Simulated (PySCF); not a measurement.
# PBE/aug-cc-pVDZ run of B2O2 (diboron dioxide)

What is the vertical electron affinity of B2O2 (diboron dioxide) at PBE/aug-cc-pVDZ? Input form: a Python script.

The results are computed with PySCF 2.14.0.

1 further run of the same task is left out (set aside as unsound or not needed).

## (1) Starting point

B2O2: 4 atoms, total charge 0, spin state singlet. SMILES: `O=BB=O`. Geometry: relaxed at PBE0-D4/def2-TZVP.

Bond lengths: O1–B2 1.197 Å, B2–B3 1.640 Å, B3–O4 1.197 Å. Angles: O1–B2–B3 180.0°, B2–B3–O4 180.0°.

## (2) A single-point energy at PBE/aug-cc-pVDZ

input.py reads:

```python
from pyscf import gto, dft

mol = gto.M(
    atom='O -0.743090 0.459760 1.817650; B -0.302300 0.187070 0.739120; B 0.302150 -0.186920 -0.739220; O 0.743230 -0.459920 -1.817550',
    basis='aug-cc-pvdz',
    max_memory=1860,
    verbose=3,
    spin=0,
    charge=0,
)

myscf = dft.RKS(mol, xc='pbe')
myscf.conv_tol = 1e-10
myscf.grids.level = 5
myscf.kernel()
if not myscf.converged:
    myscf = myscf.newton().run(myscf.mo_coeff, myscf.mo_occ)

etot = myscf.e_tot
print('E = %.10f Eh' % etot)
```

On the command line:

```console
OMP_NUM_THREADS=1 python input.py
```

Output:

```text
converged SCF energy = -200.029631164234
E = -200.0296311642 Eh
```

Run time: 10 s. Hardware: 1 thread of Intel Xeon Platinum 8488C (Sapphire Rapids), shared host; peak memory 0.44 GiB.

## (3) The doublet anion, same level

calc.py reads:

```python
from pyscf import gto, dft

molecule = gto.M(
    atom='O -0.743090 0.459760 1.817650; B -0.302300 0.187070 0.739120; B 0.302150 -0.186920 -0.739220; O 0.743230 -0.459920 -1.817550',
    spin=1,
    max_memory=1860,
    basis='aug-cc-pvdz',
    verbose=4,
    charge=-1,
)

mf = dft.UKS(molecule)
mf.xc = 'pbe'
mf.conv_tol = 1e-10
mf.grids.level = 5
mf.kernel()
if not mf.converged:
    mf = mf.newton().run(mf.mo_coeff, mf.mo_occ)

etot = mf.e_tot
print('E = %.10f Eh' % etot)
```

On the command line:

```console
OMP_NUM_THREADS=1 python calc.py
```

Output:

```text
PySCF version 2.14.0

[INPUT] num. atoms = 4
[INPUT] num. electrons = 27
[INPUT] charge = -1
[INPUT] spin (= nelec alpha-beta = 2S) = 1
[INPUT] symmetry False subgroup None
[INPUT] Mole.unit = angstrom
[INPUT] Symbol           X                Y                Z      unit          X                Y                Z       unit  Magmom
[INPUT]  1 O     -0.743090000000   0.459760000000   1.817650000000 AA   -1.404236585903   0.868820483030   3.434860690316 Bohr   0.0
[INPUT]  2 B     -0.302300000000   0.187070000000   0.739120000000 AA   -0.571264207456   0.353511066122   1.396734373189 Bohr   0.0
[INPUT]  3 B      0.302150000000  -0.186920000000  -0.739220000000 AA    0.570980748537  -0.353227607204  -1.396923345801 Bohr   0.0
[INPUT]  4 O      0.743230000000  -0.459920000000  -1.817550000000 AA    1.404501147560  -0.869122839210  -3.434671717703 Bohr   0.0

[... 42 lines left out ...]
[... the frontier-level lines of each cycle are left out ...]
[... 52 lines left out ...]
converged SCF energy = -200.041554614607  <S^2> = 0.75108501  2S+1 = 2.0010847
E = -200.0415546146 Eh
```

Run time: 16 s. Hardware: 1 thread of Intel Xeon Platinum 8488C (Sapphire Rapids), shared host; peak memory 0.47 GiB.

## (4) Outcome

At PBE/aug-cc-pVDZ:

| quantity | value |
| --- | --- |
| singlet B2O2: total energy | -200.02963 Eh |
| singlet B2O2: dipole moment | 0.00 D |
| singlet B2O2: HOMO energy | -9.49 eV |
| singlet B2O2: LUMO energy | -3.35 eV |
| singlet B2O2: HOMO–LUMO gap | 6.14 eV |
| doublet anion: total energy | -200.04155 Eh |
| doublet anion: HOMO energy (highest over α and β) | 2.24 eV |
| doublet anion: LUMO energy (lowest over α and β) | 2.46 eV |
| doublet anion: ⟨S²⟩ | 0.751 |
| vertical electron affinity (to the doublet anion) | 0.324 eV |

What this shows: At fixed nuclei the extra electron is bound by 0.32 eV (31.3 kJ/mol). Mulliken charges (doublet anion) run from -0.30 on O1 to -0.20 on B2; in a basis this large or diffuse they mean little. The HOMO (doublet anion) lies at positive energy, 2.24 eV, as semi-local functionals often give for anions; only total energies tell whether the electron is bound.
